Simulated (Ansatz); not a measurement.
# C2H10InN: the cost of one run

Computed with Ansatz 0.2.0, Gaussian basis. Level: the settings change from run to run.

2 further runs of the same task are left out: 2 for a known fault of the program.

### 1 The geometry

The geometry comes from an earlier relaxation with PBE0-D4 in a triple-zeta def2 set; it is a stationary point, not always the lowest conformer. In takes a core potential in def2 sets; no spin-orbit term is included.

SMILES `C[NH+](C)[InH3-]`, 14 atoms, charge 0, spin multiplicity 1.

Atoms are counted from 1 here; the program's logs count them from 0.

Bond lengths: C1–N2 1.461 Å, C1–H5 1.090 Å, C1–H6 1.096 Å, C1–H7 1.091 Å, N2–C3 1.461 Å, N2–In4 2.374 Å, N2–H8 1.014 Å, C3–H9 1.091 Å, C3–H10 1.090 Å, C3–H11 1.096 Å, In4–H12 1.738 Å, In4–H13 1.739 Å, In4–H14 1.738 Å. Angles: N2–C1–H5 109.6°, N2–C1–H6 112.0°, N2–C1–H7 108.9°, H5–C1–H6 109.4°, H5–C1–H7 108.2°, H6–C1–H7 108.7°, C1–N2–C3 112.4°, C1–N2–In4 110.8°, C1–N2–H8 109.0°, C3–N2–In4 110.9°, C3–N2–H8 109.0°, In4–N2–H8 104.5°, N2–C3–H9 108.9°, N2–C3–H10 109.6°, N2–C3–H11 112.0°, H9–C3–H10 108.2°, H9–C3–H11 108.7°, H10–C3–H11 109.4° and more.

### 2 revPBE0/def2-mTZVP

Options: a point charge of 0.50 e beside it, high accuracy, the search for lower states set to full.

Input file in.yaml:

```yaml
crystal:
  periodic: [false, false, false]
  atoms:
    - {symbol: C, position_ang: [-0.114285, 1.213141, -0.899652]}
    - {symbol: N, position_ang: [-0.456120, 0.195094, 0.090419]}
    - {symbol: C, position_ang: [0.038209, 0.528384, 1.423841]}
    - {symbol: In, position_ang: [0.323650, -1.940990, -0.591316]}
    - {symbol: H, position_ang: [-0.541027, 0.941683, -1.865320]}
    - {symbol: H, position_ang: [-0.475155, 2.206794, -0.608997]}
    - {symbol: H, position_ang: [0.971286, 1.252596, -1.005318]}
    - {symbol: H, position_ang: [-1.465178, 0.097552, 0.127846]}
    - {symbol: H, position_ang: [1.129333, 0.543023, 1.402616]}
    - {symbol: H, position_ang: [-0.278607, -0.236620, 2.132830]}
    - {symbol: H, position_ang: [-0.319442, 1.508126, 1.761858]}
    - {symbol: H, position_ang: [-0.309021, -2.833602, 0.759219]}
    - {symbol: H, position_ang: [2.007552, -1.508291, -0.591394]}
    - {symbol: H, position_ang: [-0.524197, -1.996093, -2.107630]}
basis:
  gaussian: {orbitals: def2-mTZVP, point_charges: [{charge: 0.50, position_ang: [6.160, -0.605, -0.135]}]}
hamiltonian: {xc: {name: revPBE0}}
accuracy: high
scf: {lower_state_search: full}
output: {forces: true}
```

Run with:

```
> ansatz run in.yaml --threads 4 --pin off --events-out ev --progress --plain --max-ram 10444MiB
```

Q: Estimate wall time and peak memory on 4 threads of Arm Neoverse V1, shared host.

About 7.5 s, with a peak of 0.6 GiB.
